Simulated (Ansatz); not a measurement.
# C3H3BOS: how energies converge with the basis set

An exercise on one series of results from a longer session: the logs are not shown, and one member is left open.

Method: one geometry, several basis sets; program: Ansatz 0.2.0, Gaussian basis.

Levels to be run: PBE0-D4/def2-SVP; ωB97M-V/def2-SVP; PBE0-D4/def2-QZVPP; ωB97M-V/def2-QZVPP; the functionals' def2-TZVPP values are taken from earlier runs.

## The geometry

All runs share one geometry, relaxed beforehand with PBE0-D4 in a triple-zeta def2 set.

SMILES `BC1SC1=C=O`, 9 atoms, charge 0, spin multiplicity 1.

Atoms are counted from 1 here; the program's logs count them from 0.

Bond lengths: B1–C2 1.555 Å, B1–H7 1.194 Å, B1–H8 1.197 Å, C2–S3 1.852 Å, C2–C4 1.459 Å, C2–H9 1.086 Å, S3–C4 1.770 Å, C4–C5 1.301 Å, C5–O6 1.157 Å. Angles: C2–B1–H7 118.5°, C2–B1–H8 118.1°, H7–B1–H8 122.7°, B1–C2–S3 77.9°, B1–C2–C4 111.6°, B1–C2–H9 129.2°, S3–C2–C4 63.3°, S3–C2–H9 114.3°, C4–C2–H9 117.9°, C2–S3–C4 47.4°, C2–C4–S3 69.2°, C2–C4–C5 143.4°, S3–C4–C5 133.4°, C4–C5–O6 172.6°.

Set-up of the first run:

in.yaml

```yaml
crystal:
  periodic: [false, false, false]
  atoms:
    - {symbol: B, position_ang: [0.065837, -1.390956, -0.394764]}
    - {symbol: C, position_ang: [0.548227, 0.054819, -0.701988]}
    - {symbol: S, position_ang: [1.167598, -0.200973, 1.024446]}
    - {symbol: C, position_ang: [0.084017, 1.000904, 0.306767]}
    - {symbol: C, position_ang: [-0.968483, 1.629940, 0.743160]}
    - {symbol: O, position_ang: [-1.820016, 2.312670, 1.127626]}
    - {symbol: H, position_ang: [-1.014440, -1.539819, 0.090517]}
    - {symbol: H, position_ang: [0.719929, -2.303293, -0.809490]}
    - {symbol: H, position_ang: [1.305832, 0.390408, -1.403373]}
basis:
  gaussian: {orbitals: def2-SVP}
hamiltonian: {xc: pbe0, dispersion: d4}
output: {orbitals: {seedname: orbitals}}
```

Among the steps run: PBE0-D4 in def2-SVP; ωB97M-V in def2-SVP; PBE0-D4 in def2-QZVPP; ωB97M-V in def2-QZVPP.

One of the session's tables, all rows but one given; the rest of the session is left out.

It belongs to the step «Functionals by basis». 

| functional | basis | HOMO (eV) | LUMO (eV) |
| --- | --- | --- | --- |
| PBE0-D4 | def2-SVP | -6.95 | -2.42 |
| PBE0-D4 | def2-TZVPP | -6.98 | -2.46 |
| PBE0-D4 | def2-QZVPP | ? | ? |
| ωB97M-V | def2-SVP | -9.04 | -0.12 |
| ωB97M-V | def2-TZVPP | -9.09 | -0.23 |
| ωB97M-V | def2-QZVPP | -9.11 | -0.28 |

Estimate the missing values for PBE0-D4, def2-QZVPP.

As computed: HOMO (eV): -7.00; LUMO (eV): -2.49. In the column «HOMO (eV)» it lies between ωB97M-V, def2-SVP (-9.04) and PBE0-D4, def2-TZVPP (-6.98).
